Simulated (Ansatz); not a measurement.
**BH₄SbTe: small, medium and large basis sets**

How large a basis does BH₄SbTe need? Two functionals are run in growing sets.

The runs use Ansatz 0.2.0, Gaussian basis; one geometry, several basis sets.

Levels to be run: PBE0-D4/def2-SVP; ωB97M-V/def2-SVP; PBE0-D4/def2-QZVPP; ωB97M-V/def2-QZVPP; the functionals' def2-TZVPP values are taken from earlier runs.

## (1) The geometry

An earlier PBE0-D4 in a triple-zeta def2 set relaxation fixed the geometry. Sb, Te take the def2 core potential; no spin-orbit term is included.

SMILES `[BH2][SbH][TeH]`, 7 atoms, charge 0, spin multiplicity 1.

Atoms are counted from 1 here; the program's logs count them from 0.

Bond lengths: B1–Sb2 2.207 Å, B1–H4 1.192 Å, B1–H5 1.194 Å, Sb2–Te3 2.750 Å, Sb2–H6 1.706 Å, Te3–H7 1.658 Å. Angles: Sb2–B1–H4 119.6°, Sb2–B1–H5 119.5°, H4–B1–H5 120.6°, B1–Sb2–Te3 95.9°, B1–Sb2–H6 95.0°, Te3–Sb2–H6 97.5°, Sb2–Te3–H7 91.5°.

## (2) PBE0-D4 in def2-SVP

in.yaml

```yaml
crystal:
  periodic: [false, false, false]
  atoms:
    - {symbol: B, position_ang: [-1.289830, 0.529940, -0.716089]}
    - {symbol: Sb, position_ang: [-0.089670, 0.062073, 1.076348]}
    - {symbol: Te, position_ang: [1.915258, -1.262384, -0.261087]}
    - {symbol: H, position_ang: [-1.500048, -0.322061, -1.523455]}
    - {symbol: H, position_ang: [-1.815189, 1.597697, -0.808721]}
    - {symbol: H, position_ang: [0.664051, 1.590639, 1.153021]}
    - {symbol: H, position_ang: [2.176627, -2.264006, 1.034284]}
basis:
  gaussian: {orbitals: def2-SVP}
hamiltonian: {xc: pbe0, dispersion: d4}
output: {orbitals: {seedname: orbitals}}
```

Started as:

```sh
> ansatz run in.yaml --threads 2 --pin off --events-out ev --progress --plain --max-ram 4352MiB
```

Further steps of the session: ωB97M-V in def2-SVP; PBE0-D4 in def2-QZVPP; ωB97M-V in def2-QZVPP.

Q: Predict the results of all the runs planned. Wanted: PBE0-D4: double and triple zeta above quadruple; ωB97M-V: double and triple zeta above quadruple.

**Answer**, as computed:

```
                                       quantity          value
PBE0-D4: double and triple zeta above quadruple  1.49, 0.15 eV
ωB97M-V: double and triple zeta above quadruple  1.64, 0.16 eV
```

**Reading.** For PBE0-D4 the step from double to triple zeta gains 1.33 eV and the next only 0.15 eV. These are total energies; as a rule much of such shifts cancels in differences, which this series doesn't test.
